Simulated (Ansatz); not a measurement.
# Boron, diamond under r²SCAN: from relaxation to bulk modulus

The plan for boron in the diamond structure: relax it, solve it on a dense k-mesh, switch on spin-orbit coupling, then scale the cell to 7 volumes from 88 to 112 % of the relaxed one and try a fit of the equation of state. The k-meshes are 13×13×13 for the relaxation; 22×22×22 for the dense run; 13×13×13 for spin-orbit coupling; 15×15×15 for the volumes.

Program: Ansatz 0.2.0. Level of theory: DFT r2SCAN, plane waves (500 eV) with PAW, scalar-relativistic; PAW files made under PBE, frozen cores solved again for the functional. These are calculated values, not measurements.

## 1. Starting point

It takes space group Fd-3m (No. 227, cubic). The conventional cell has a = 4.137 Å, b = 4.137 Å, c = 4.137 Å, α = 90.00°, β = 90.00°, γ = 90.00°. B (site symmetry -43m) has 4 B at 1.79 Å as nearest neighbours.

As a file:

```
CELL_PARAMETERS angstrom
0.00000 2.06831 2.06831
2.06831 0.00000 2.06831
2.06831 2.06831 0.00000
ATOMIC_POSITIONS crystal
B 0.12500 0.12500 0.12500
B 0.87500 0.87500 0.87500
```

## 2. Relaxing cell and atoms

Input file input.yaml:

```yaml
crystal:
  lattice:
    - [0.0, 2.0683080914, 2.0683080914]
    - [2.0683080914, 0.0, 2.0683080914]
    - [2.0683080914, 2.0683080914, 0.0]
  atoms:
    - { symbol: B, position: [0.125, 0.125, 0.125] }
    - { symbol: B, position: [0.875, 0.875, 0.875] }
hamiltonian:
  xc: r2scan
  pseudopotentials:
    kind: paw
    azcp:
      B: "pseudopotentials/B.paw.azcp"
basis:
  ecutwfc: 500
  fft_grid_basis: typed
kpoints:
  mp_grid: { grid: [13, 13, 13], shift: [0, 0, 0] }
magnetization:
  spin_polarized: false
scf:
  occupations: { method: fermi_dirac, width: 0.1 }
relax:
  max_steps: 60
  f_tol: 0.01
  cell: {}
```

Started as:

```sh
$ ansatz run input.yaml --threads 1 --pin off --max-ram 3584MiB --backend cpu --events-out ev --progress --plain --runs-dir out
```

Further steps of the session: Single point on a dense mesh; With spin-orbit coupling; The cell scaled to 88 % of its volume; The cell scaled to 92 % of its volume; The cell scaled to 96 % of its volume; The cell scaled to 100 % of its volume; The cell scaled to 104 % of its volume; The cell scaled to 108 % of its volume; The cell scaled to 112 % of its volume.

Q: Predict the outcome of this session. Wanted: space group; conventional cell; volume; shortest distance; gap on the mesh; relative to alpha-rhombohedral; V₀, B₀, B₀′.

As calculated:

| quantity | value |
| --- | --- |
| space group (spins left aside) | Fd-3m (No. 227) |
| conventional cell | a = 4.054 Å |
| volume | 8.331 Å³/atom |
| shortest distance | 1.756 Å |
| gap on the mesh | none (levels filled in part) |
| relative to alpha-rhombohedral (B12) | +996 meV/atom |
| V₀, B₀, B₀′ | 8.320 Å³/atom, 180 GPa, 3.5 |

In words: The relaxation shrank the cell by 5.8 % in volume. It lies 996 meV/atom above the element's reference form at the same level (alpha-rhombohedral (B12), from a run of its own), so it is far from stable. No gap shows: it is a metal or semimetal at this level. The total energy of the spin-orbit run (on a coarser mesh) lies +4 meV/atom from the scalar one; mesh and treatment of the core enter this figure, so it is no spin-orbit energy. B₀ comes out at 180 GPa. The symmetry was held, so the structure may be unstable against distortions that break it.
